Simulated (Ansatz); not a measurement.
**BFGeH4O: how energies converge with the basis set**

One table from this session's results is given with a row withheld; the runs are named, their logs left out.

Computed with Ansatz 0.2.0, Gaussian basis. Level: one geometry, several basis sets.

The runs, in order: PBE0-D4/def2-SVP; ωB97M-V/def2-SVP; PBE0-D4/def2-QZVPP; ωB97M-V/def2-QZVPP; the functionals' def2-TZVPP values are taken from earlier runs.

### The relaxed structure

The geometry comes from an earlier relaxation with PBE0-D4 in a triple-zeta def2 set; it is a stationary point, not always the lowest conformer.

8 atoms, charge 0, spin multiplicity 1.

Atoms are counted from 1 here; the program's logs count them from 0.

Bond lengths: B1–O2 1.348 Å, B1–H5 1.199 Å, B1–H6 1.206 Å, O2–Ge3 1.778 Å, Ge3–F4 1.730 Å, Ge3–H7 1.530 Å, Ge3–H8 1.527 Å. Angles: O2–B1–H5 117.8°, O2–B1–H6 120.5°, H5–B1–H6 121.7°, B1–O2–Ge3 124.8°, O2–Ge3–F4 105.1°, O2–Ge3–H7 110.2°, O2–Ge3–H8 107.2°, F4–Ge3–H7 107.4°, F4–Ge3–H8 107.4°, H7–Ge3–H8 118.7°.

The first run:

Input file in.yaml:

```yaml
crystal:
  periodic: [false, false, false]
  atoms:
    - {symbol: B, position_ang: [-0.657511, 1.393284, -0.276244]}
    - {symbol: O, position_ang: [-0.845314, 0.064427, -0.151731]}
    - {symbol: Ge, position_ang: [0.422372, -1.104589, 0.281173]}
    - {symbol: F, position_ang: [1.042345, -1.678679, -1.228085]}
    - {symbol: H, position_ang: [-1.592497, 2.061049, -0.617630]}
    - {symbol: H, position_ang: [0.418384, 1.884549, -0.039306]}
    - {symbol: H, position_ang: [1.569046, -0.396209, 1.006171]}
    - {symbol: H, position_ang: [-0.264526, -2.281032, 0.969951]}
basis:
  gaussian: {orbitals: def2-SVP}
hamiltonian: {xc: pbe0, dispersion: d4}
output: {orbitals: {seedname: orbitals}}
```

On the command line:

```bash
ansatz run in.yaml --threads 2 --pin off --events-out ev --progress --plain --max-ram 4352MiB
```

Among the steps run: PBE0-D4 in def2-SVP; ωB97M-V in def2-SVP; PBE0-D4 in def2-QZVPP; ωB97M-V in def2-QZVPP.

One table of the session follows, with a row left open; its other results are not shown here.

```
functional       basis  HOMO (eV)
   PBE0-D4    def2-SVP      -8.47
   PBE0-D4  def2-TZVPP      -8.53
   PBE0-D4  def2-QZVPP      -8.54
   ωB97M-V    def2-SVP          ?
   ωB97M-V  def2-TZVPP     -10.87
   ωB97M-V  def2-QZVPP     -10.88
```

Q: Estimate the row for ωB97M-V, def2-SVP from the others.

As computed: HOMO (eV): -10.75. In the column «HOMO (eV)» it lies between ωB97M-V, def2-TZVPP (-10.87) and PBE0-D4, def2-QZVPP (-8.54).
